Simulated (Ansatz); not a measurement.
# CH3ClZn: the cost of one run

Program: Ansatz 0.2.0. Level of theory: RKS PBE0-D4/def2-SVP. These are calculated values, not measurements.

## 1. The starting structure

Bond lengths: Zn1–C2 1.980 Å, C2–H3 1.110 Å, C2–H4 1.110 Å, C2–H5 1.110 Å, Zn1–Cl6 2.240 Å. Angles: Zn1–C2–H3 109.5°, Zn1–C2–H4 109.5°, Zn1–C2–H5 109.5°, H3–C2–H4 109.4°, H3–C2–H5 109.4°, H4–C2–H5 109.4°, C2–Zn1–Cl6 180.0°.

Coordinates:

```xyz
6

Zn    0.0000    0.0000    0.0000
C     0.0000    0.0000    1.9800
H    -0.9996   -0.3092    2.3505
H     0.7676   -0.7111    2.3505
H     0.2320    1.0203    2.3505
Cl    0.0000    0.0000   -2.2400
```

## 2. Preparing the start

The input, input.yaml:

```yaml
crystal:
  periodic: [false, false, false]
  atoms:
    - { symbol: Zn, position_ang: [0.0, 0.0, 0.0] }
    - { symbol: C, position_ang: [0.0, 0.0, 1.98] }
    - { symbol: H, position_ang: [-0.9996, -0.3092, 2.3505] }
    - { symbol: H, position_ang: [0.7676, -0.7111, 2.3505] }
    - { symbol: H, position_ang: [0.232, 1.0203, 2.3505] }
    - { symbol: Cl, position_ang: [0.0, 0.0, -2.24] }
basis:
  gaussian: { orbitals: def2-SVP }
hamiltonian:
  xc: pbe0
  dispersion: d4
relax:
  f_tol: 0.02
  max_steps: 40
```

Run with:

```console
$ ansatz run input.yaml --threads 2 --pin off --max-ram 3072MiB --backend cpu --events-out ev --progress --plain --runs-dir out
```

**Question.** How long does this run take on 2 threads of Intel Xeon Platinum 8259CL at 2.50GHz (Skylake/Cascade Lake), shared host, and how much memory does it need?

About 8.6 s, with a peak of 0.18 GiB.
